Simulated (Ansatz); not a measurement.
# FH₃NO₂Ta: how energies converge with the basis set

Aim: see how fast density functionals converge with the basis set for FH₃NO₂Ta.

The runs use Ansatz 0.2.0, Gaussian basis; one geometry, several basis sets.

Levels to be run: PBE0-D4/def2-SVP; ωB97M-V/def2-SVP; PBE0-D4/def2-QZVPP; ωB97M-V/def2-QZVPP; the functionals' def2-TZVPP values are taken from earlier runs.

1 further run of the same task is left out (for a known fault of the program).

## 1. The geometry

An earlier PBE0-D4 in a triple-zeta def2 set relaxation fixed the geometry. Ta takes the def2 core potential; no spin-orbit term is included.

8 atoms, charge 0, spin multiplicity 1.

Atoms are counted from 1 here; the program's logs count them from 0.

Bond lengths: N1–Ta2 1.971 Å, N1–H6 1.009 Å, N1–H7 1.010 Å, Ta2–O3 1.717 Å, Ta2–O4 1.905 Å, Ta2–F5 1.891 Å, O4–H8 0.957 Å. Angles: Ta2–N1–H6 124.4°, Ta2–N1–H7 125.0°, H6–N1–H7 110.5°, N1–Ta2–O3 104.8°, N1–Ta2–O4 110.3°, N1–Ta2–F5 111.1°, O3–Ta2–O4 111.0°, O3–Ta2–F5 110.4°, O4–Ta2–F5 109.3°, Ta2–O4–H8 131.2°.

Geometry (Å):

```xyz
8
charge 0, multiplicity 1
N    -0.6466    1.1854    0.5885
Ta    0.5589   -0.2533   -0.0141
O     0.7752   -1.2499    1.3674
O    -0.2404   -1.2299   -1.4408
F     2.2201    0.4462   -0.5872
H    -0.9823    1.2898    1.5338
H    -1.0506    1.8914   -0.0102
H    -0.5423   -2.1367   -1.4933
```

## 2. PBE0-D4 in def2-SVP

Input file in.yaml:

```yaml
crystal:
  periodic: [false, false, false]
  atoms:
    - {symbol: N, position_ang: [-0.646597, 1.185426, 0.588464]}
    - {symbol: Ta, position_ang: [0.558913, -0.253308, -0.014140]}
    - {symbol: O, position_ang: [0.775164, -1.249907, 1.367387]}
    - {symbol: O, position_ang: [-0.240359, -1.229919, -1.440768]}
    - {symbol: F, position_ang: [2.220130, 0.446181, -0.587209]}
    - {symbol: H, position_ang: [-0.982264, 1.289784, 1.533825]}
    - {symbol: H, position_ang: [-1.050597, 1.891442, -0.010191]}
    - {symbol: H, position_ang: [-0.542292, -2.136698, -1.493267]}
basis:
  gaussian: {orbitals: def2-SVP}
hamiltonian: {xc: pbe0, dispersion: d4}
output: {orbitals: {seedname: orbitals}}
```

Command:

```bash
$ ansatz run in.yaml --threads 2 --pin off --events-out ev --progress --plain --max-ram 22528MiB --backend cpu
```

Further steps of the session: ωB97M-V in def2-SVP; PBE0-D4 in def2-QZVPP; ωB97M-V in def2-QZVPP.

**Question.** What will the summary of the whole plan be? Wanted: PBE0-D4: double and triple zeta above quadruple; ωB97M-V: double and triple zeta above quadruple.

The runs gave:

```
                                       quantity           value
PBE0-D4: double and triple zeta above quadruple  11.33, 0.48 eV
ωB97M-V: double and triple zeta above quadruple  11.58, 0.45 eV
```

In words: For PBE0-D4 the step from double to triple zeta gains 10.85 eV and the next only 0.48 eV. These are total energies; as a rule much of such shifts cancels in differences, which this series doesn't test. The LUMO of ωB97M-V is positive and keeps falling with the basis (1.11 to 0.42 eV): an unbound level that the basis holds in place.
